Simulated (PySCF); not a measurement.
**CaSb (quartet): changing the method**

Starting from one script, swap the method and compare what comes out for CaSb (quartet).

Computed with PySCF 2.14.0. Level: method and basis as typed in the scripts.

6 further runs of the same task are left out: 2 for a known fault of the program, 4 that didn't finish.

## (1) The starting structure

CaSb (quartet): 2 atoms, charge 0, spin multiplicity 4.

No contacts short enough for the rule that draws bonds.

## (2) The run that the others are compared with

Contents of input.py:

```python
from pyscf import gto, scf, mp

mol = gto.M(
    atom='Ca 0 0 0; Sb 0 0 3.398',
    basis='def2-svp',
    ecp={'Sb': 'def2-svp'},
    charge=0,
    spin=3,
    symmetry=True,
    verbose=4,
)
mf = scf.UHF(mol)
mf.kernel()
mp.MP2(mf, frozen=9).kernel()
mf.dip_moment()
print('orbital energies (hartree):', [e[max(0, n-3):n+3].round(4) for e, n in zip(mf.mo_energy, mol.nelec)])
```

Command:

```
$ OMP_NUM_THREADS=1 python input.py
```

## (3) Frequency run

Run 1 changes step after the SCF: mp2 → frequency.

Changes to input.py since step 2:

```diff
@@ -1,2 +1,3 @@
-from pyscf import gto, scf, mp
+from pyscf import gto, scf
+from pyscf.hessian import thermo
 
@@ -13,3 +14,4 @@
 mf.kernel()
-mp.MP2(mf, frozen=9).kernel()
+hess = mf.Hessian().kernel()
+print('wavenumber (cm^-1) =', thermo.harmonic_analysis(mol, hess)['freq_wavenumber'].round(1))
 mf.dip_moment()
```

## (4) Geometry optimisation

Run 2 changes step after the SCF: mp2 → optimize.

Contents of input.py:

```python
from pyscf import gto, scf
from pyscf.geomopt.geometric_solver import optimize

mol = gto.M(
    atom='Ca 0 0 0; Sb 0 0 3.398',
    basis='def2-svp',
    ecp={'Sb': 'def2-svp'},
    charge=0,
    spin=3,
    symmetry=True,
    verbose=4,
)
mf = scf.UHF(mol)
mf.kernel()
mol_eq = optimize(mf, maxsteps=30)
print('optimised geometry (angstrom)')
print(mol_eq.tostring('raw'))
print('orbital energies (hartree):', [e[max(0, n-3):n+3].round(4) for e, n in zip(mf.mo_energy, mol.nelec)])
```

## (5) Scan (UKS)

Run 3 changes functional: none (Hartree–Fock) → scan; SCF type: UHF → UKS; step after the SCF: mp2 → analyze.

Changes to input.py since step 2:

```diff
@@ -1,2 +1,2 @@
-from pyscf import gto, scf, mp
+from pyscf import gto, dft
 
@@ -11,5 +11,5 @@
 )
-mf = scf.UHF(mol)
+mf = dft.UKS(mol, xc='scan')
 mf.kernel()
-mp.MP2(mf, frozen=9).kernel()
+mf.mulliken_pop()
 mf.dip_moment()
```

## (6) Population analysis

Run 4 changes step after the SCF: mp2 → analyze.

Changes to input.py since step 2:

```diff
@@ -1,2 +1,2 @@
-from pyscf import gto, scf, mp
+from pyscf import gto, scf
 
@@ -13,3 +13,3 @@
 mf.kernel()
-mp.MP2(mf, frozen=9).kernel()
+mf.mulliken_pop()
 mf.dip_moment()
```

Before running it: what results should come out? Wanted: for each run, E(SCF); from base; gap, α spin; SCF dipole; after the SCF.

**Answer**, as computed:

```
                  run  E(SCF) (hartree)  from base (eV)  cycles  gap, α spin (eV)  SCF dipole (D)                           after the SCF
                 base       -915.947937               0      16              7.31            4.94  MP2 correlation -5.048 eV, core frozen
        frequency run       -915.947937          0.0000      16              7.31            4.94                   highest mode 108 cm⁻¹
geometry optimisation       -915.947937          0.0000      16              7.31             n/a                 bond 3.196 Å, -0.050 eV
           scan (UKS)       -917.841489  not comparable      13              1.99            4.41                                     n/a
  population analysis       -915.947937          0.0000      16              7.31            4.94                                     n/a
```

SCF columns refer to the geometry typed in the script.

What this shows: A lower total energy from another functional means nothing by itself. The dearest run is “frequency run”, at 16 s against 1.4 s.
